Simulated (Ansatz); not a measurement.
Crystal: CaIrN2.

```xyz
4
Lattice="1.6489 0.9520 5.0094 -1.6489 0.9520 5.0094 0.0000 -1.9039 5.0094" Properties=species:S:1:pos:R:3 pbc="T T T"
Ir    0.0000    0.0000    7.5141
Ca    0.0000    0.0000    0.0000
N     0.0000    0.0000    3.4697
N     0.0000    0.0000   11.5585
```

The cell comes from a database or a generator and needn't be the stable form of this composition.

* Program: Ansatz 0.2.0
* Task: single point
* Functional: PBE
* Potentials or basis: Ansatz PAW
* Cutoff: 420 eV (not typed: the program's choice for these potentials)
* k mesh: 9 × 9 × 9
* Occupations: fermi-dirac, width 0.05 eV
* Spin: no spin polarisation

On this cell: pressure -1.6 GPa; largest force 0.057 eV/Å; band gap on the k mesh none (metal or under the smearing width).

The same run follows on a disturbed copy (atoms moved at random, drawn with an rms of 0.05 Å):

```
Ir Ca N
1.0
     1.64885    0.95196    5.00940
    -1.64885    0.95196    5.00940
     0.00000   -1.90393    5.00940
Ir Ca N
1 1 2
Direct
  0.49024 0.50199 0.52147
  0.99566 0.00485 0.98907
  0.21874 0.23466 0.22789
  0.75834 0.78909 0.76367
```

Problem. What changes?

Solution. The energy (extrapolated to zero smearing) moves by +26.2 meV/atom; pressure 0.9 GPa; largest force 1.487 eV/Å; band gap on the k mesh none (metal or under the smearing width).

Forces on the atoms (eV/Å):
```
Ir  -0.324  1.011 -1.042
Ca  -0.106 -0.081  0.690
N    0.073 -0.453  0.723
N    0.358 -0.476 -0.371
```

Stress tensor (GPa, compression positive):
```
 0.32 -0.12 -0.53
-0.12  1.57 -0.48
-0.53 -0.48  0.79
```
